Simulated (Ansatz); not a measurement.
# GeH3IO (SMILES [OH][GeH2][I]): single points off equilibrium

One table from this session's results is given with a row withheld; the runs are named, their logs left out.

Method: single points in def2-TZVPP; program: Ansatz 0.2.0, Gaussian basis.

Correlated methods freeze the cores. Filled d shells of the heavier atoms are correlated. Core potentials replace the inner electrons past krypton, and spin-orbit coupling is left out. B3LYP uses VWN-RPA correlation.

### Starting geometry

SMILES `[OH][GeH2][I]`, 6 atoms, charge 0, spin multiplicity 1.

Atoms are counted from 1 here; the program's logs count them from 0.

Bond lengths: O1–Ge2 1.593 Å, O1–H4 0.912 Å, Ge2–I3 2.789 Å, Ge2–H5 1.532 Å, Ge2–H6 1.565 Å. Angles: Ge2–O1–H4 129.1°, O1–Ge2–I3 103.4°, O1–Ge2–H5 122.8°, O1–Ge2–H6 109.1°, I3–Ge2–H5 102.5°, I3–Ge2–H6 105.4°, H5–Ge2–H6 111.7°.

Geometry (Å):

```mol
GeH3IO
  3D, bonds by distance, orders not assigned

  6  5  0  0  0  0  0  0  0  0999 V2000
   -0.6009   -1.1763    0.0553 O   0  0
    0.4507    0.0198    0.1016 Ge  0  0
   -1.1556    2.2978   -0.0018 I   0  0
   -1.1542   -1.4307   -0.6241 H   0  0
    1.4637    0.2768   -1.0188 H   0  0
    1.1281    0.0512    1.5125 H   0  0
  1  2  8  0
  1  4  8  0
  2  3  8  0
  2  5  8  0
  2  6  8  0
M  END
```

The first run:

Input file run/in.yaml:

```yaml
crystal:
  periodic: [false, false, false]
  atoms:
    - {symbol: O, position_ang: [-0.600900, -1.176300, 0.055300]}
    - {symbol: Ge, position_ang: [0.450700, 0.019800, 0.101600]}
    - {symbol: I, position_ang: [-1.155600, 2.297800, -0.001800]}
    - {symbol: H, position_ang: [-1.154200, -1.430700, -0.624100]}
    - {symbol: H, position_ang: [1.463700, 0.276800, -1.018800]}
    - {symbol: H, position_ang: [1.128100, 0.051200, 1.512500]}
basis:
  gaussian: {orbitals: def2-TZVPP}
correlation: {method: ccsd_t}
output: {forces: true}
```

The command line of these runs was not kept.

Steps of the session up to this table: CCSD(T)/def2-TZVPP; PBE0-D4/def2-TZVPP; wB97M-V/def2-TZVPP; r2SCAN-D4/def2-TZVPP; PBE-D4/def2-TZVPP; B3LYP-D4/def2-TZVPP; r2SCANh-D4/def2-TZVPP.

One table of the session follows, with a row left open; its other results are not shown here.

| method | RMS force component (eV/Å) | angle to CCSD(T) forces (°) | dipole (D) |
| --- | --- | --- | --- |
| CCSD(T) | 2.367 | reference | 3.52 |
| PBE0-D4 | ? | ? | ? |
| wB97M-V | 2.360 | 1.0 | 3.70 |
| r2SCAN-D4 | 2.304 | 1.7 | 3.56 |
| PBE-D4 | 2.435 | 4.9 | 3.44 |
| B3LYP-D4 | 2.379 | 2.9 | 3.52 |
| r2SCANh-D4 | 2.268 | 0.7 | 3.59 |

Q: Estimate the row for PBE0-D4 from the others.

**Answer.** RMS force component (eV/Å): 2.291; angle to CCSD(T) forces (°): 1.1; dipole (D): 3.56. In the column «RMS force component (eV/Å)» it lies between r2SCANh-D4 (2.268) and r2SCAN-D4 (2.304).
